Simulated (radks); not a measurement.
# Sr³⁺ in [Ar] 3d10 4s2 4p5: an all-electron calculation

The task here is to estimate one member of a computed series from the others.

Program: radks (a radial shooting solver on a logarithmic mesh, Libxc functionals) version 1. Level of theory: Dirac Kohn-Sham, exchange-only LDA, spin-unpolarised, spherical densities, finite nucleus; open shells fill j = l - 1/2 first. These are calculated values, not measurements, unless marked.

## What is computed

| Quantity | Value |
| --- | --- |
| element | strontium (Z = 38) |
| charge | +3 |
| electrons | 35 |
| configuration | [Ar] 3d10 4s2 4p5 |
| nuclear rms radius | 4.224 fm |

Set-up of the first run:

Input:

```text
Z 38
configuration [Ar] 3d10 4s2 4p5
relativity Dirac
functional lda,
spin unpolarised
j_filling energy
nucleus finite rms 4.224 fm
c 137.035999084
```

Started as:

```console
> python run_ks.py task.json out
```

This one command runs every case of the session in turn.

Steps of the session up to this table: Self-consistent calculation.

One of the session's tables, all rows but one given; the rest of the session is left out.

It belongs to the step «Orbitals and density». Radial moments (bohr):

| level | <r> | outermost maximum (interpolated) | 90 % within | nodes |
| --- | --- | --- | --- | --- |
| 1s1/2 | 0.03921 | 0.0256 | 0.0702 | 0 |
| 2s1/2 | 0.1724 | 0.145 | 0.267 | 1 |
| 2p1/2 | 0.1476 | 0.114 | 0.242 | 0 |
| 2p3/2 | 0.1518 | 0.117 | 0.247 | 0 |
| 3s1/2 | 0.4928 | 0.436 | 0.732 | 2 |
| 3p1/2 | ? | ? | ? | ? |
| 3p3/2 | 0.5024 | 0.434 | 0.764 | 1 |
| 3d3/2 | 0.4960 | 0.374 | 0.805 | 0 |
| 3d5/2 | 0.4997 | 0.377 | 0.810 | 0 |
| 4s1/2 | 1.326 | 1.18 | 1.94 | 3 |
| 4p1/2 | 1.478 | 1.28 | 2.19 | 2 |
| 4p3/2 | 1.507 | 1.31 | 2.23 | 2 |

**Question.** Estimate the row for 3p1/2.

As computed: <r>: 0.4919; outermost maximum (interpolated): 0.425; 90 % within: 0.748; nodes: 1. In the column «<r>» it lies between 2s1/2 (0.1724) and 3s1/2 (0.4928).

To keep in mind: Spin polarisation and multiplet splitting are left out.
